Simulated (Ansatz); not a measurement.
# BrClGaH: the cost of one run

All numbers are computed with Ansatz 0.2.0, driven from Python. The levels of theory stand in the script.

### Step 1. The structure

Bond lengths: Cl1–Ga2 2.127 Å, Ga2–Br3 2.427 Å, Ga2–H4 1.424 Å. Angles: Cl1–Ga2–Br3 116.6°, Cl1–Ga2–H4 115.5°, Br3–Ga2–H4 127.2°.

Input file brclgah.xyz:

```xyz
4

Cl   -1.94830    0.00210   -0.53730
Ga    0.13000    0.17860   -0.12230
Br    1.18300   -1.71060    0.97940
H     0.69090    1.46950   -0.34010
```

### Step 2. The code

The input, brclgah.py:

```python
"""Static correlation in BrClGaH: natural occupations of an active space."""

import ansatz as az

BASIS = "def2-SVP"

brclgah = az.Crystal.molecule_from_extxyz("brclgah.xyz")

setup = (
    brclgah.calculation()
    .basis(gaussian=BASIS)
    .correlation(active_electrons=4, active_orbitals=5)
)
for method in [None, "sc_nevpt2"]:
    data = (setup if method is None else setup.correlation(method)).run(threads=1, pin="off").report
    space = data["configurations"]
    state = space["states"][0]
    print(method or "casscf", f"total {data['free_energy_ev'] / 27.211386246:.6f} Ha, active-space state {state['energy']['hartree']:.6f} Ha, mean field {data['reference_energy_ev'] / 27.211386246:.6f} Ha")
    print("  determinants", state["n_determinants"], " natural occupations", [round(n, 3) for n in space["natural_occupations"]])
```

### Step 3. What the engine is handed

The engine receives this input (first run):

```yaml
crystal:
  periodic: [false, false, false]
  atoms:
    - { symbol: Cl, position_ang: [-1.9483, 0.0021, -0.5373] }
    - { symbol: Ga, position_ang: [0.13, 0.1786, -0.1223] }
    - { symbol: Br, position_ang: [1.183, -1.7106, 0.9794] }
    - { symbol: H, position_ang: [0.6909, 1.4695, -0.3401] }
basis:
  gaussian:
    orbitals: def2-SVP
correlation:
  active_space:
    window:
      electrons: 4
      orbitals: 5
```

### Step 4. The run

Launch:

```sh
> python brclgah.py
```

What time and memory should one allow on 1 thread of Arm Neoverse V1, shared host?

About 50 s, with a peak of 0.31 GiB.
